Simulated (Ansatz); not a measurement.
**CH₆FPSi: how energies converge with the basis set**

Aim: see how fast density functionals converge with the basis set for CH₆FPSi.

Computed with Ansatz 0.2.0, Gaussian basis. Level: one geometry, several basis sets.

The runs, in order: PBE0-D4/def2-SVP; ωB97M-V/def2-SVP; PBE0-D4/def2-QZVPP; ωB97M-V/def2-QZVPP; the functionals' def2-TZVPP values are taken from earlier runs.

## 1. The geometry

All runs share one geometry, relaxed beforehand with PBE0-D4 in a triple-zeta def2 set.

SMILES `C[SiH](F)P`, 10 atoms, charge 0, spin multiplicity 1.

Atoms are counted from 1 here; the program's logs count them from 0.

Bond lengths: C1–Si2 1.856 Å, C1–H5 1.093 Å, C1–H6 1.093 Å, C1–H7 1.092 Å, Si2–F3 1.607 Å, Si2–P4 2.250 Å, Si2–H8 1.487 Å, P4–H9 1.423 Å, P4–H10 1.422 Å. Angles: Si2–C1–H5 110.3°, Si2–C1–H6 110.6°, Si2–C1–H7 111.0°, H5–C1–H6 108.3°, H5–C1–H7 108.2°, H6–C1–H7 108.5°, C1–Si2–F3 108.0°, C1–Si2–P4 115.4°, C1–Si2–H8 111.1°, F3–Si2–P4 107.1°, F3–Si2–H8 107.4°, P4–Si2–H8 107.5°, Si2–P4–H9 91.1°, Si2–P4–H10 93.9°, H9–P4–H10 93.3°.

Coordinates:

```
atom    x (Å)    y (Å)    z (Å)
  C1   0.0504   1.3352   0.0932
 Si2  -0.3133  -0.3908   0.6712
  F3   0.4602  -0.6214   2.0604
  P4   0.3281  -2.0334  -0.7259
  H5  -0.4811   1.5420  -0.8392
  H6  -0.2702   2.0659   0.8404
  H7   1.1194   1.4701  -0.0862
  H8  -1.7651  -0.5713   0.9364
  H9  -0.5130  -1.5246  -1.7547
 H10   1.4677  -1.3230  -1.1928
```

## 2. PBE0-D4 in def2-SVP

in.yaml reads:

```yaml
crystal:
  periodic: [false, false, false]
  atoms:
    - {symbol: C, position_ang: [0.050416, 1.335217, 0.093188]}
    - {symbol: Si, position_ang: [-0.313299, -0.390799, 0.671220]}
    - {symbol: F, position_ang: [0.460167, -0.621425, 2.060367]}
    - {symbol: P, position_ang: [0.328134, -2.033406, -0.725855]}
    - {symbol: H, position_ang: [-0.481058, 1.542046, -0.839151]}
    - {symbol: H, position_ang: [-0.270175, 2.065896, 0.840370]}
    - {symbol: H, position_ang: [1.119366, 1.470070, -0.086244]}
    - {symbol: H, position_ang: [-1.765125, -0.571251, 0.936387]}
    - {symbol: H, position_ang: [-0.513006, -1.524587, -1.754727]}
    - {symbol: H, position_ang: [1.467680, -1.322961, -1.192755]}
basis:
  gaussian: {orbitals: def2-SVP}
hamiltonian: {xc: pbe0, dispersion: d4}
output: {orbitals: {seedname: orbitals}}
```

On the command line:

```sh
$ ansatz run in.yaml --threads 2 --pin off --events-out ev --progress --plain --max-ram 4352MiB
```

Further steps of the session: ωB97M-V in def2-SVP; PBE0-D4 in def2-QZVPP; ωB97M-V in def2-QZVPP.

**Question.** What will the summary of the whole plan be? Wanted: PBE0-D4: double and triple zeta above quadruple; ωB97M-V: double and triple zeta above quadruple.

As calculated:

```
                                       quantity           value
PBE0-D4: double and triple zeta above quadruple  11.65, 0.79 eV
ωB97M-V: double and triple zeta above quadruple  11.78, 0.74 eV
```

PBE0-D4 gains 10.86 eV from double to triple zeta, then 0.79 eV more. Total energies overstate the basis error of differences, where much of it tends to cancel. The LUMO of ωB97M-V is positive and keeps falling with the basis (2.57 to 1.53 eV): an unbound level that the basis holds in place.
